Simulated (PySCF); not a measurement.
# C4H3ClF3N: a tour of settings

Aim: see how C4H3ClF3N (`C=N/C(Cl)=C/C(F)(F)F`) answers to the choice of functional, basis, grid and SCF options, and what happens with inputs that are wrong on purpose.

Programs: PySCF 2.14.0, with density-fitted response routines of our own. Each step states its level of theory. These are calculated values for one molecule, in the gas phase or a continuum, unless marked as measured. Atoms are numbered from 0 throughout.

### 1 The molecule as given

12 atoms, charge 0, multiplicity 1; geometry from: GFN2-xTB.

Bonds of the start (Å): C0–N1 1.26, N1–C2 1.36, C2–Cl3 1.75, C2–C4 1.34, C4–C5 1.49, C5–F6 1.34, C5–F7 1.34, C5–F8 1.34, C0–H9 1.08, C0–H10 1.09, C4–H11 1.08.

### 2 J couplings: PBE0/Sadlej pVTZ

What the job is given:

```
{"job": {"kind": "j", "xc": "PBE0", "basis": "Sadlej pVTZ"}, "charge": 0, "multiplicity": 1}
C     -1.872952    -1.214662     1.505409
N     -0.940050    -1.214015     0.656447
C     -0.248679    -0.103427     0.284295
Cl    -0.505722     1.423180     1.100983
C      0.642875    -0.197284    -0.710626
C      1.462506     0.944803    -1.216496
F      0.719717     1.955394    -1.699489
F      2.259832     1.481283    -0.277400
F      2.265044     0.556280    -2.216046
H     -2.344175    -2.160840     1.724003
H     -2.235493    -0.327751     2.024976
H      0.798297    -1.143645    -1.202083
```

Method: PBE0/Sadlej pVTZ indirect spin-spin coupling, non-relativistic, gas phase.

Command:

```console
$ OMP_NUM_THREADS=1 python probes_run.py task.json out
```

The driver reads the jobs from task.json and runs them one after another.

What it wrote:

```text
coarse grid: 12152 points
cycle   1  E = -967.9832890267  dE =  1.579e+00  |g| = 8.946e-01  |ddm| = 3.940e+01
cycle   2  E = -967.8350156126  dE =  1.483e-01  |g| = 1.329e+00  |ddm| = 6.960e+00
cycle   3  E = -968.1300567810  dE = -2.950e-01  |g| = 5.625e-02  |ddm| = 4.561e+00
cycle   4  E = -968.1304714227  dE = -4.146e-04  |g| = 3.730e-02  |ddm| = 5.990e-01
cycle   5  E = -968.1307639689  dE = -2.925e-04  |g| = 1.080e-02  |ddm| = 2.226e-01
cycle   6  E = -968.1307936540  dE = -2.969e-05  |g| = 3.014e-03  |ddm| = 9.104e-02
cycle   7  E = -968.1307957086  dE = -2.055e-06  |g| = 1.404e-03  |ddm| = 1.834e-02
final grid: 118504 points
cycle   8  E = -968.1558449738  dE = -3.966e-05  |g| = 5.718e-03  |ddm| = 4.050e-01
cycle   9  E = -968.1558392537  dE =  5.720e-06  |g| = 7.681e-03  |ddm| = 1.727e-01
cycle  10  E = -968.1558525176  dE = -1.326e-05  |g| = 1.325e-03  |ddm| = 5.595e-02
cycle  11  E = -968.1558528934  dE = -3.757e-07  |g| = 4.004e-04  |ddm| = 1.145e-02
cycle  12  E = -968.1558529250  dE = -3.162e-08  |g| = 1.116e-04  |ddm| = 1.755e-03
cycle  13  E = -968.1558529274  dE = -2.364e-09  |g| = 2.848e-05  |ddm| = 1.091e-03
cycle  14  E = -968.1558529275  dE = -1.505e-10  |g| = 1.139e-05  |ddm| = 2.047e-04
converged SCF energy = -968.1558529275

Indirect spin-spin couplings (Hz)
  i      j    bonds     total        FC       PSO       DSO        SD
  0 C    6 F    5      1.510     2.634     0.322    -0.188    -1.258
  0 C    7 F    5      1.464     2.596     0.288    -0.203    -1.217
  0 C    9 H    1    172.698   172.643    -0.677     0.733         -
  0 C   10 H    1    153.235   153.233    -0.853     0.855         -
  0 C   11 H    4     -1.444    -1.471     0.340    -0.313         -
  1 N    6 F    4     -0.516    -0.197     0.015     0.066    -0.401
  1 N    7 F    4      0.204     0.576     0.010     0.066    -0.448
  1 N    8 F    4     -0.943    -1.097    -0.062     0.068     0.148
  1 N    9 H    2    -10.225   -11.707     1.308     0.174         -
  1 N   10 H    2      4.726     3.282     1.232     0.212         -
  1 N   11 H    3     -4.048    -4.135     0.190    -0.103         -
  2 C    6 F    3      0.219     2.613    -0.682     0.138    -1.850
  2 C    7 F    3      0.444     2.907    -0.670     0.135    -1.929
  2 C    8 F    3     16.960    11.880     3.226    -0.226     2.080
  2 C    9 H    3     25.732    25.917     0.308    -0.493         -
  2 C   10 H    3     21.015    21.047    -0.139     0.107         -
  2 C   11 H    2     -1.055     0.347    -1.316    -0.086         -
  4 C    6 F    2     25.308    24.524    -1.868     0.151     2.501
  4 C    7 F    2     26.237    25.420    -1.821     0.151     2.486
  4 C    8 F    2     48.855    49.857    -1.233     0.147     0.085
  4 C    9 H    4     -2.421    -2.467     0.337    -0.291         -
  4 C   10 H    4     -2.373    -2.360     0.279    -0.291         -
  4 C   11 H    1    162.129   161.378    -0.485     1.236         -
  5 C    6 F    1   -342.995  -320.675   -30.705     1.548     6.836
  5 C    7 F    1   -343.629  -321.106   -30.845     1.549     6.772
  5 C    8 F    1   -334.407  -312.202   -30.591     1.494     6.893
  5 C    9 H    5      1.244     1.299     0.125    -0.179         -
  5 C   10 H    5      1.012     1.082     0.073    -0.143         -
  5 C   11 H    2      1.651     1.683    -0.301     0.269         -
  6 F    7 F    2     75.433    50.589   -20.882     0.025    45.701
  6 F    8 F    2     62.103    43.216   -26.020    -0.130    45.037
  6 F    9 H    6     -1.919    -2.355     0.522    -0.797     0.712
  6 F   10 H    6     -2.518    -2.000     0.147    -0.543    -0.122
  6 F   11 H    3      6.288     7.308     0.628    -1.288    -0.359
  7 F    8 F    2     59.821    41.216   -26.251    -0.131    44.988
  7 F    9 H    6     -2.001    -2.442     0.526    -0.809     0.724
  7 F   10 H    6     -2.791    -2.209     0.257    -0.648    -0.191
  7 F   11 H    3      6.335     7.348     0.629    -1.300    -0.343
  8 F   10 H    6     -0.390     0.085     0.405    -0.891     0.010
  8 F   11 H    3      3.487     4.777    -1.343     0.769    -0.716
  9 H   10 H    2     11.686    12.433     2.478    -3.225         -
  9 H   11 H    5      1.662     1.818     0.556    -0.711         -
 10 H   11 H    5      1.403     1.767     0.944    -1.308         -
```

Wall time 48 s (1 thread of AMD EPYC 7B13, shared host); peak memory 0.97 GiB.

The basis is not made for couplings: without tight functions at the nuclei these values are rough.

Beyond four bonds or across contacts, the largest of 1 Hz or more: F7–H10 -2.8 Hz, F6–H10 -2.5 Hz, F7–H9 -2.0 Hz, F6–H9 -1.9 Hz.

A choice of the couplings up to four bonds, sorted by the number of bonds, with means over like pairs; isotopes 13C, 19F, 1H, 15N:

```csv
pair,bonds,J (Hz),Fermi contact (Hz),dihedral (°)
C5–F6,1,-340.3,-318.0,–
C0–H9,1,172.7,172.6,–
C4–H11,1,162.1,161.4,–
C0–H10,1,153.2,153.2,–
F6–F7,2,65.8,45.0,–
C4–F6,2,33.5,33.3,–
H9–H10,2,11.7,12.4,–
N1–H9,2,-10.2,-11.7,–
N1–H10,2,4.7,3.3,–
C5–H11,2,1.7,1.7,–
C2–H11,2,-1.1,0.3,–
C2–H9,3,25.7,25.9,-180
C2–H10,3,21.0,21.0,1
C2–F6,3,5.9,5.8,–
F6–H11,3,5.4,6.5,–
N1–H11,3,-4.0,-4.1,0
C4–H9,4,-2.4,-2.5,–
C4–H10,4,-2.4,-2.4,–
C0–H11,4,-1.4,-1.5,–
```

Means hide unlike values in this fixed geometry: C4–F6 from 25.3 to 48.9 Hz; C2–F6 from 0.2 to 17.0 Hz. They hold only if the pairs exchange fast.

The spin-dipole term was solved for some atoms only; pairs without it lack that part.

The response was solved for the nuclei of F, H alone, so couplings that need other nuclei can be missing.

Quadrupole couplings from the field gradients of the same density:

```csv
atom,isotope,eQq/h (MHz),η
Cl3,35Cl,-67.8,0.13
N1,14N,-4.900,0.26
```

### 3 Spin-spin couplings: LC-wPBE/6-31G

Settings changed since step 2:

```diff
@@ -1,4 +1,4 @@
-{"job": {"kind": "j", "xc": "PBE0", "basis": "Sadlej pVTZ"}, "charge": 0, "multiplicity": 1}
+{"job": {"kind": "j", "xc": "LC-wPBE", "basis": "6-31G", "scf": {"level_shift": 0.9, "max_cycle": 92}}, "charge": 0, "multiplicity": 1}
 C     -1.872952    -1.214662     1.505409
-N     -0.940050    -1.214015     0.656447
+N     -1.779662    -1.214597     1.420513
 C     -0.248679    -0.103427     0.284295
```

Method: LC-wPBE/6-31G indirect spin-spin coupling, non-relativistic, gas phase.

What it wrote:

```text
final grid: 118504 points
cycle   1  E = -869.2179913424  dE =  3.219e+01  |g| = 1.786e+00  |ddm| = 6.346e+01
cycle   2  E = -869.8194976587  dE = -6.015e-01  |g| = 5.345e-01  |ddm| = 4.584e+00
cycle   3  E = -869.8815681622  dE = -6.207e-02  |g| = 2.024e-01  |ddm| = 1.357e+00
cycle   4  E = -869.8946351888  dE = -1.307e-02  |g| = 9.396e-02  |ddm| = 7.188e-01
cycle   5  E = -869.8985830744  dE = -3.948e-03  |g| = 5.049e-02  |ddm| = 4.207e-01
cycle   6  E = -869.9000465865  dE = -1.464e-03  |g| = 2.963e-02  |ddm| = 2.865e-01
cycle   7  E = -869.9006245238  dE = -5.779e-04  |g| = 1.761e-02  |ddm| = 2.018e-01
cycle   8  E = -869.9008473040  dE = -2.228e-04  |g| = 1.126e-02  |ddm| = 1.397e-01
cycle   9  E = -869.9009427195  dE = -9.542e-05  |g| = 7.373e-03  |ddm| = 9.999e-02
cycle  10  E = -869.9009860022  dE = -4.328e-05  |g| = 4.772e-03  |ddm| = 7.335e-02
cycle  11  E = -869.9010054919  dE = -1.949e-05  |g| = 3.179e-03  |ddm| = 5.227e-02
cycle  12  E = -869.9010144409  dE = -8.949e-06  |g| = 2.116e-03  |ddm| = 3.460e-02
cycle  13  E = -869.9010185109  dE = -4.070e-06  |g| = 1.417e-03  |ddm| = 2.286e-02
cycle  14  E = -869.9010203776  dE = -1.867e-06  |g| = 9.499e-04  |ddm| = 1.478e-02
cycle  15  E = -869.9010212082  dE = -8.306e-07  |g| = 6.286e-04  |ddm| = 9.069e-03
cycle  16  E = -869.9010215709  dE = -3.627e-07  |g| = 4.260e-04  |ddm| = 5.611e-03
cycle  17  E = -869.9010217334  dE = -1.625e-07  |g| = 2.837e-04  |ddm| = 3.565e-03
cycle  18  E = -869.9010218048  dE = -7.140e-08  |g| = 1.904e-04  |ddm| = 2.296e-03
cycle  19  E = -869.9010218371  dE = -3.228e-08  |g| = 1.277e-04  |ddm| = 1.575e-03
cycle  20  E = -869.9010218707  dE = -3.360e-08  |g| = 8.624e-05  |ddm| = 1.057e-03
cycle  21  E = -869.9010218876  dE = -1.697e-08  |g| = 5.823e-05  |ddm| = 7.074e-04
cycle  22  E = -869.9010218906  dE = -2.951e-09  |g| = 3.921e-05  |ddm| = 4.649e-04
cycle  23  E = -869.9010218919  dE = -1.321e-09  |g| = 2.667e-05  |ddm| = 3.132e-04
cycle  24  E = -869.9010218925  dE = -5.848e-10  |g| = 1.795e-05  |ddm| = 2.045e-04
level shift removed, Fock matrix diagonalised once more
converged SCF energy = -869.9010218925

Indirect spin-spin couplings (Hz)
  i      j    bonds     total        FC       PSO       DSO        SD
  0 C    6 F    5     -3.457    -2.722     0.090    -0.823    -0.002
  0 C    7 F    5     -3.829    -3.077     0.097    -0.847    -0.002
  0 C    8 F    5      2.113     2.879     0.100    -0.837    -0.029
  0 C    9 H    1     84.730    76.814    -3.392    11.308         -
  0 C   10 H    1    162.200   152.603    -3.085    12.681         -
  0 C   11 H    4      6.484     8.189     0.182    -1.888         -
  1 N    6 F    4     -0.363    -0.144    -0.103    -0.101    -0.015
  1 N    7 F    4     -0.387    -0.164    -0.108    -0.100    -0.015
  1 N    9 H    2    -81.168   -86.047     2.990     1.890         -
  1 N   10 H    2   -161.287  -166.549     2.867     2.395         -
  1 N   11 H    3     -0.536     0.076    -0.244    -0.368         -
  2 C    6 F    3      8.686    11.106    -0.835     0.082    -1.666
  2 C    7 F    3      9.152    11.683    -0.829     0.079    -1.782
  2 C    8 F    3      9.070     2.385     4.490    -0.256     2.450
  2 C    9 H    3      3.488     3.786     0.221    -0.519         -
  2 C   10 H    3      5.980     5.955    -0.098     0.122         -
  2 C   11 H    2      3.494     5.198    -1.529    -0.175         -
  4 C    6 F    2     22.959    21.897    -1.361     0.175     2.247
  4 C    7 F    2     22.663    21.569    -1.352     0.175     2.271
  4 C    8 F    2     44.968    45.395    -0.937     0.172     0.338
  4 C   10 H    4     -0.295    -0.135     0.108    -0.268         -
  4 C   11 H    1    183.032   181.570     0.216     1.246         -
  5 C    6 F    1   -326.323  -309.549   -26.749     1.740     8.236
  5 C    7 F    1   -326.983  -310.176   -26.801     1.741     8.253
  5 C    8 F    1   -312.771  -296.808   -26.119     1.691     8.465
  5 C    9 H    5      0.229     0.349     0.085    -0.204         -
  5 C   11 H    2      0.563     0.317     0.004     0.242         -
  6 F    7 F    2    128.074    86.162   -11.670     0.420    53.161
  6 F    8 F    2    136.848    82.400    -0.366     0.271    54.543
  6 F    9 H    6     -0.537     0.018     0.302    -0.900     0.043
  6 F   10 H    6     -0.652    -0.107     0.005    -0.485    -0.065
  6 F   11 H    3      6.987     7.625     1.021    -1.217    -0.442
  7 F    8 F    2    136.772    81.529     0.428     0.270    54.546
  7 F    9 H    6     -0.525     0.024     0.306    -0.901     0.045
  7 F   10 H    6     -0.503     0.100     0.047    -0.592    -0.058
  7 F   11 H    3      7.316     7.967     1.024    -1.228    -0.446
  8 F    9 H    6     -0.326     0.108     0.310    -0.751     0.007
  8 F   10 H    6     -0.403     0.124     0.303    -0.853     0.024
  8 F   11 H    3      1.820     2.204    -0.496     0.810    -0.697
  9 H   10 H    2    104.966   107.525     2.812    -5.370         -
  9 H   11 H    5     -0.216     0.268     0.101    -0.584         -
 10 H   11 H    5     -0.776     0.145     0.346    -1.267         -
```

Wall time 29 s (1 thread of AMD EPYC 7B13, shared host); peak memory 0.55 GiB.

A normal end doesn't make this result sound: one atom of the first bond was moved so that the bond is 0.1 times as long. Its HOMO lies at -9.76 eV, against -8.01 eV in step 2 (PBE0/Sadlej pVTZ), a different level, so the two don't compare directly.

### 4 J couplings: HCTH407/cc-pCVDZ

Settings changed since step 3:

```diff
@@ -1,4 +1,4 @@
-{"job": {"kind": "j", "xc": "LC-wPBE", "basis": "6-31G", "scf": {"level_shift": 0.9, "max_cycle": 92}}, "charge": 0, "multiplicity": 1}
+{"job": {"kind": "j", "xc": "HCTH407", "basis": "cc-pCVDZ", "scf": {"conv": 0.01, "max_cycle": 74}}, "charge": 0, "multiplicity": 1}
 C     -1.872952    -1.214662     1.505409
-N     -1.779662    -1.214597     1.420513
+N     -0.940050    -1.214015     0.656447
 C     -0.248679    -0.103427     0.284295
```

With the program's defaults for keys left out, this is: HCTH407/cc-pCVDZ.

What it wrote:

```text
KeyError: 'Element h (Z=1) not found in basis cc-pCVDZ version 0'
```

Wall time 0.03 s (1 thread of AMD EPYC 7B13, shared host).

**What went wrong.** The basis cc-pCVDZ has no functions for an element of the molecule, so the input was refused before any integral. Cure: choose a basis that covers all elements.

### 5 TDDFT and polarisability: B97-2/def2-SVPD in dichloromethane

Settings changed since step 4:

```diff
@@ -1,2 +1,2 @@
-{"job": {"kind": "j", "xc": "HCTH407", "basis": "cc-pCVDZ", "scf": {"conv": 0.01, "max_cycle": 74}}, "charge": 0, "multiplicity": 1}
+{"job": {"kind": "uv", "xc": "B97-2", "basis": "def2-SVPD", "solvent": "dichloromethane", "nstates": 12, "ntriplets": 2, "tda": true}, "charge": 0, "multiplicity": 1}
 C     -1.872952    -1.214662     1.505409
```

Level: TDA B97-2/def2-SVPD, vertical, IEF-PCM dichloromethane (non-equilibrium linear response), core orbitals frozen in the response.

What it wrote:

```text
coarse grid: 12152 points
cycle   1  E = -967.8284938527  dE =  1.456e+00  |g| = 8.922e-01  |ddm| = 6.729e+00
cycle   2  E = -967.6847863641  dE =  1.437e-01  |g| = 1.313e+00  |ddm| = 3.216e+00
cycle   3  E = -967.9720144048  dE = -2.872e-01  |g| = 5.774e-02  |ddm| = 2.019e+00
cycle   4  E = -967.9725207599  dE = -5.064e-04  |g| = 3.137e-02  |ddm| = 1.616e-01
cycle   5  E = -967.9727164869  dE = -1.957e-04  |g| = 1.136e-02  |ddm| = 8.415e-02
cycle   6  E = -967.9727494318  dE = -3.294e-05  |g| = 2.294e-03  |ddm| = 3.260e-02
cycle   7  E = -967.9727505873  dE = -1.155e-06  |g| = 8.817e-04  |ddm| = 7.855e-03
final grid: 118504 points
cycle   8  E = -968.0603538645  dE = -3.260e-05  |g| = 1.036e-02  |ddm| = 1.372e-01
cycle   9  E = -968.0603396478  dE =  1.422e-05  |g| = 1.397e-02  |ddm| = 2.319e-02
cycle  10  E = -968.0603708364  dE = -3.119e-05  |g| = 1.029e-03  |ddm| = 1.375e-02
cycle  11  E = -968.0603710834  dE = -2.470e-07  |g| = 2.512e-04  |ddm| = 2.132e-03
cycle  12  E = -968.0603710975  dE = -1.413e-08  |g| = 1.175e-04  |ddm| = 6.418e-04
cycle  13  E = -968.0603711008  dE = -3.328e-09  |g| = 2.164e-05  |ddm| = 3.222e-04
cycle  14  E = -968.0603711009  dE = -1.094e-10  |g| = 5.892e-06  |ddm| = 8.763e-05
converged SCF energy = -968.0603711009

Static polarisability (au): isotropic 99.069, principal 62.597 94.233 140.377

Singlet excitations
state   eV       nm        f      main configurations
  1   4.2842    289.4   0.00382   H-1->L 0.90, H->L 0.10
  2   5.4941    225.7   0.47619   H->L 0.73, H-3->L 0.13, H-1->L 0.08
  3   5.8744    211.1   0.00021   H-2->L 0.99
  4   6.6218    187.2   0.29859   H-3->L 0.64, H->L+1 0.21
  5   6.6890    185.4   0.17466   H->L+1 0.71, H-3->L 0.17
  6   7.0698    175.4   0.04931   H-1->L+2 0.48, H-1->L+1 0.26, H->L+2 0.21
  7   7.3780    168.0   0.08890   H-1->L+2 0.47, H-1->L+1 0.36, H->L+2 0.09
  8   7.4820    165.7   0.15029   H->L+2 0.54, H-1->L+1 0.30
  9   7.6926    161.2   0.00293   H-4->L 0.96
 10   7.8731    157.5   0.00540   H->L+3 0.92
 11   8.1796    151.6   0.00542   H-2->L+1 0.43, H-6->L 0.30, H-7->L 0.14
 12   8.2386    150.5   0.02332   H-2->L+1 0.48, H-6->L 0.22, H-7->L 0.15

Triplet excitations (Tamm-Dancoff, eV): 3.1670 3.9442
```

Wall time 28 s (1 thread of AMD EPYC 7B13, shared host); peak memory 0.93 GiB.

Frontier orbitals and where they lie:

```csv
orbital,eV,atoms
HOMO−3,-9.60,"Cl3 56 %, N1 19 %, C0 12 %"
HOMO−2,-9.33,"Cl3 79 %, C2 6 %"
HOMO−1,-8.11,"N1 54 %, C0 14 %, Cl3 12 %"
HOMO,-7.69,"C4 30 %, C2 20 %, Cl3 16 %"
LUMO,-2.31,"C0 28 %, C4 22 %, N1 15 %"
LUMO+1,0.18,"Cl3 47 %, C2 23 %, C4 7 %"
LUMO+2,0.50,"N1 26 %, C2 21 %, C0 15 %"
```

With each of the 12 states as a Gaussian band of 0.4 eV half-width at 1/e, the curve within the window shown has maxima at 225 nm (ε 19,000), 186 nm (ε 20,000) L/(mol cm). Beyond the last state computed it falls off for lack of states. The curve at chosen wavelengths:

| nm | ε (L/mol/cm) |
| --- | --- |
| 145 | 658 |
| 153 | 1983 |
| 160 | 6329 |
| 168 | 11233 |
| 176 | 12944 |
| 183 | 19122 |
| 191 | 16502 |
| 198 | 7959 |
| 206 | 5195 |
| 214 | 11442 |
| 221 | 17884 |
| 229 | 18438 |
| 237 | 12342 |
| 244 | 6505 |
| 252 | 2401 |
| 260 | 731 |
| 267 | 272 |
| 275 | 157 |
| 283 | 154 |
| 290 | 156 |
| 298 | 140 |
| 305 | 114 |
| 313 | 80 |
| 321 | 50 |
| 328 | 31 |
| 336 | 17 |

Further results of this job:

```csv
property,computed
dipole moment (D),4.35
polarisability (Å³),14.68
HOMO–LUMO gap (eV),5.38
−ε(HOMO) (eV),7.69
```

### 6 What came out

| quantity | value |
| --- | --- |
| largest coupling of the table (PBE0/Sadlej pVTZ) | 1J(C,F) C5–F6, -340.3 Hz (mean over like pairs) |
| lowest singlet (B97-2/def2-SVPD) | 4.28 eV (289 nm), f = 0.004 |
| brightest single state of those computed | state 2, 5.49 eV, f = 0.476 |
| lowest triplet | 3.17 eV |
| property runs in this session | 4, of which 1 failed and 1 gave unsound results |

In words: Single values in the summary come from the first sound run of each kind (PBE0/Sadlej pVTZ; B97-2/def2-SVPD), which need not be the best level. Of the pairs tabulated at PBE0/Sadlej pVTZ, C5–F6 (mean over like pairs) couples most strongly (-340.3 Hz; Fermi contact -318.0 Hz). Couplings across rotatable bonds belong to this one conformer; where others are populated, the observed values are averages. Density functionals describe couplings to fluorine poorly, F–F couplings above all, so those rows are rough. The lowest singlet, at 4.28 eV, is HOMO−1→LUMO 0.90, HOMO→LUMO 0.10 and is weak; of the 12 states computed, the strongest absorption comes from state 2 at 5.49 eV. The lowest triplet lies 1.12 eV below the lowest singlet. Couplings from bases without tight functions are rough.
